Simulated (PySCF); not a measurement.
# AgH6N2 ([Ag(NH3)2]+): the cost of one run

Computed with PySCF 2.14.0 and routines of our own; the level stands in each step. Atoms count from 0.

## 1. The starting structure

9 atoms, charge 1, multiplicity 1; geometry from: GFN2-xTB.

## 2. Optimising the geometry at PBE0-D3(BJ)/def2-SVP

Job settings and geometry (Å):

```
{"job": {"xc": "PBE0", "basis": "def2-SVP", "d3": "d3bj", "grid": 1, "maxiter": 30, "shake": 0.03, "kind": "geom"}, "charge": 1, "multiplicity": 1}
Ag     0.065840    -0.073440     0.012510
N     -0.020750    -0.029030     2.258630
H     -0.479480     0.820080     2.634770
H      1.033500    -0.077340     2.648270
H     -0.540200    -0.820280     2.613260
N     -0.007490     0.030420    -2.272190
H     -0.909180     0.012610    -2.653150
H      0.520690    -0.781740    -2.674200
H      0.469810     0.849280    -2.593570
```

On the command line:

```bash
$ OMP_NUM_THREADS=1 python heavy_run.py task.json out
```

The driver reads the jobs from task.json and runs them one after another.

Q: Estimate the wall time and peak memory of this first job on 1 thread of Intel Xeon 6975P-C, shared host.

About 16 s, with a peak of 0.36 GiB.
